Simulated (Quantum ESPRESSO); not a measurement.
## LaBRh3 under changes of volume

One of the cells (15.267 Å³/atom); the others are scaled copies at fixed shape and fractional positions:

```
La Rh B
1.0
     4.24200    0.00000    0.00000
     0.00000    4.24200    0.00000
     0.00000    0.00000    4.24200
La Rh B
1 3 1
Direct
  0.00000 0.00000 0.00000
  0.50000 0.50000 0.00000
  0.50000 0.00000 0.50000
  0.00000 0.50000 0.50000
  0.50000 0.50000 0.50000
```

| Property | Result |
| --- | --- |
| Program | Quantum ESPRESSO 7.5 |
| Functional | LDA |
| Potentials or basis | GBRV 1.5 LDA |
| Cutoff | 612 eV |
| Density cutoff | 4898 eV |
| k mesh | 6 × 6 × 6 |
| Occupations | fermi-dirac, width 0.05 eV |
| Spin | no spin polarisation |

```csv
volume (Å³/atom),energy over the lowest point (meV/atom),pressure (GPa)
14.351,7.70,6.3
14.656,0.00,1.7
14.961,0.57,-2.3
15.267,?,?
15.572,23.12,-9.2
15.877,43.53,-12.1
16.183,69.10,-14.7
```

Q: What does the run at 15.267 Å³/atom give?

A: Energy over the lowest point 8.57 meV/atom; pressure -6.0 GPa.

Worked out: A Birch-Murnaghan fit of order 3 (a polynomial in V^(-2/3)) to the other rows has its minimum at 14.78 Å³/atom with B0 = V·E''(V) = 201 GPa and B' = 4.8. It gives 8.59 meV/atom at 15.267 Å³/atom, against the run's 8.57, and -dE/dV = -6.0 GPa, against -6.0.

Energies are extrapolated to zero smearing.
